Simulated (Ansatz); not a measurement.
BiTe under changes of volume

One of the cells (33.725 Å³/atom); the others are scaled copies at fixed shape and fractional positions:

```
Bi Te
1.0
     2.42271    1.39875    3.31729
    -2.42271    1.39875    3.31729
     0.00000   -2.79750    3.31729
Bi Te
1 1
Direct
  0.50000 0.50000 0.50000
  0.00000 0.00000 0.00000
```

The cell comes from a database or a generator and needn't be the stable form of this composition.

```yaml
Program: Ansatz 0.2.0
Functional: PBEsol
Potentials_or_basis: Ansatz PAW
Cutoff: "420 eV (not typed: the program's choice for these potentials)"
k_mesh: 7 × 7 × 7
Occupations: fermi-dirac, width 0.05 eV
Spin: no spin polarisation
```

| volume (Å³/atom) | energy over the lowest point (meV/atom) | pressure (GPa) |
| --- | --- | --- |
| 31.701 | 1.06 | 0.8 |
| 32.376 | 0.00 | -0.3 |
| 33.050 | 3.61 | -1.4 |
| 33.725 | 11.41 | -2.3 |
| 34.399 | 22.92 | -3.2 |
| 35.074 | 37.75 | -3.9 |
| 35.748 | ? | ? |

Q: What does the run at 35.748 Å³/atom give?

A: Energy over the lowest point 55.54 meV/atom; pressure -4.6 GPa.

Worked out: A Birch-Murnaghan fit of order 3 (a polynomial in V^(-2/3)) to the other rows has its minimum at 32.18 Å³/atom with B0 = V·E''(V) = 55 GPa and B' = 4.5 at fixed shape and positions, which overstates the stiffness. It gives 55.51 meV/atom at 35.748 Å³/atom, against the run's 55.54, and -dE/dV = -4.5 GPa, against -4.6.

Energies are extrapolated to zero smearing.

Caveats: the PAW data sets come from PBE, with cores solved anew for the run's functional, which leaves a small shift of forces and pressure.
